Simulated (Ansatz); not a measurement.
# CH7GeNO: one species, many methods

Aim: compute CH7GeNO with functionals from several rungs and with coupled cluster. The yardstick is the atomisation energy at the CCSD(T) limit.

Program: Ansatz 0.2.0, Gaussian basis. Level of theory: functionals in def2-TZVPP, the program's frozen cores in correlated methods. These are calculated values, not measurements.

The runs, in order: LDA (SPW92), PBE-D4, revPBE-D4, BLYP-D4, r2SCAN-D4, B97M-V, PBE0-D4, B3LYP-D4, r2SCANh-D4, r2SCAN0-D4, HSE06-D4, BHLYP-D4, CAM-B3LYP-D4, LC-ωPBE, ωB97X-V, ωB97M-V, B2PLYP, PBE-QIDH; CCSD(T)/def2-SVP; CCSD(T)/def2-TZVPP; MP2/def2-QZVPP; extrapolation to the limit; RPA on PBE.

## (1) Structure used throughout

The geometry comes from an earlier relaxation with PBE0-D4 in a triple-zeta def2 set; it is a stationary point, not always the lowest conformer.

SMILES `N[CH2][GeH2][OH]`, 11 atoms, charge 0, spin multiplicity 1.

Atoms are counted from 1 here; the program's logs count them from 0.

Bond lengths: N1–C2 1.456 Å, N1–H5 1.012 Å, N1–H6 1.012 Å, C2–Ge3 1.954 Å, C2–H7 1.093 Å, C2–H8 1.099 Å, Ge3–O4 1.788 Å, Ge3–H9 1.548 Å, Ge3–H10 1.543 Å, O4–H11 0.959 Å. Angles: C2–N1–H5 111.2°, C2–N1–H6 111.0°, H5–N1–H6 107.0°, N1–C2–Ge3 108.9°, N1–C2–H7 109.1°, N1–C2–H8 115.7°, Ge3–C2–H7 106.9°, Ge3–C2–H8 108.8°, H7–C2–H8 107.0°, C2–Ge3–O4 104.8°, C2–Ge3–H9 110.5°, C2–Ge3–H10 113.1°, O4–Ge3–H9 109.5°, O4–Ge3–H10 109.4°, H9–Ge3–H10 109.4°, Ge3–O4–H11 113.1°.

## (2) LDA

This LDA is Slater exchange with PW92 correlation.

Contents of in.yaml:

```yaml
crystal:
  periodic: [false, false, false]
  atoms:
    - {symbol: N, position_ang: [-0.584328, 1.759701, 0.073709]}
    - {symbol: C, position_ang: [-0.804158, 0.351441, -0.225962]}
    - {symbol: Ge, position_ang: [0.883908, -0.610048, -0.018113]}
    - {symbol: O, position_ang: [0.421244, -2.336494, 0.044773]}
    - {symbol: H, position_ang: [-1.409246, 2.309745, -0.130000]}
    - {symbol: H, position_ang: [-0.373962, 1.892994, 1.054619]}
    - {symbol: H, position_ang: [-1.101298, 0.250312, -1.272525]}
    - {symbol: H, position_ang: [-1.573765, -0.150162, 0.377009]}
    - {symbol: H, position_ang: [1.575221, -0.211984, 1.307976]}
    - {symbol: H, position_ang: [1.858745, -0.382587, -1.191878]}
    - {symbol: H, position_ang: [1.173038, -2.929917, 0.000791]}
basis:
  gaussian: {orbitals: def2-TZVPP}
hamiltonian: {xc: lda}
output: {orbitals: {seedname: orbitals}}
```

Command:

```sh
$ ansatz run in.yaml --threads 4 --pin off --events-out ev --progress --plain --max-ram 10444MiB
```

Further steps of the session: PBE-D4 (GGA); revPBE-D4 (GGA); BLYP-D4 (GGA); r2SCAN-D4 (meta-GGA); B97M-V (meta-GGA); PBE0-D4 (hybrid); B3LYP-D4 (hybrid); r2SCANh-D4 (hybrid); r2SCAN0-D4 (hybrid); HSE06-D4 (hybrid); BHLYP-D4 (hybrid); CAM-B3LYP-D4 (range-separated); LC-ωPBE (range-separated); ωB97X-V (range-separated); ωB97M-V (range-separated); B2PLYP (double hybrid); PBE-QIDH (double hybrid); CCSD(T) in def2-SVP; CCSD(T) in def2-TZVPP; MP2 in def2-QZVPP; RPA on PBE orbitals.

**Question.** What will the summary of the whole plan be? Wanted: atomisation energy, CCSD(T)/CBS; farthest beyond LDA; mean size of error, GGA; mean size of error, meta-GGA; mean size of error, hybrid; mean size of error, range-separated; mean size of error, double hybrid; gap, smallest and largest; T1 diagnostic.

As calculated:

| quantity | value |
| --- | --- |
| atomisation energy, CCSD(T)/CBS | 38.467 eV |
| functionals within 0.385 eV (1.0 %) | PBE-D4, BLYP-D4, r2SCAN-D4, B97M-V, B3LYP-D4, HSE06-D4, CAM-B3LYP-D4, ωB97X-V, ωB97M-V |
| farthest beyond LDA | BHLYP-D4 (-1.425 eV) |
| mean size of error, GGA | 0.415 eV |
| mean size of error, meta-GGA | 0.201 eV |
| mean size of error, hybrid | 0.648 eV |
| mean size of error, range-separated | 0.146 eV |
| mean size of error, double hybrid | 0.615 eV |
| gap, smallest and largest | 4.84 eV (LDA (SPW92)), 12.27 eV (LC-ωPBE) |
| T1 diagnostic | 0.0106 |
| triples share of the correlation energy | 3.5 % |

In words: LDA overbinds by 5.527 eV (14 %). PBE-D4 misses by +0.343 eV. Double hybrids carry the basis error of their MP2 part in triple zeta, and no dispersion term here, so their miss is partly the set-up's. The rungs range-separated, meta-GGA miss on average by less than the doubt on the reference (0.385 eV), so they tie. Misses under about 0.385 eV are within the doubt on the reference itself, which lacks core-valence correlation, relativity and higher excitations, and its outer-core shells are covered unevenly. Hartree-Fock recovers 69 % of the binding; the rest is correlation. CCSD(T) in def2-SVP is off by -2.700 eV, so the small basis spoils what the method gains. Orbital gaps span 4.8 to 12.3 eV; exact exchange widens them. Correlated methods include outer-core shells of Ge, which these sets cover unevenly.
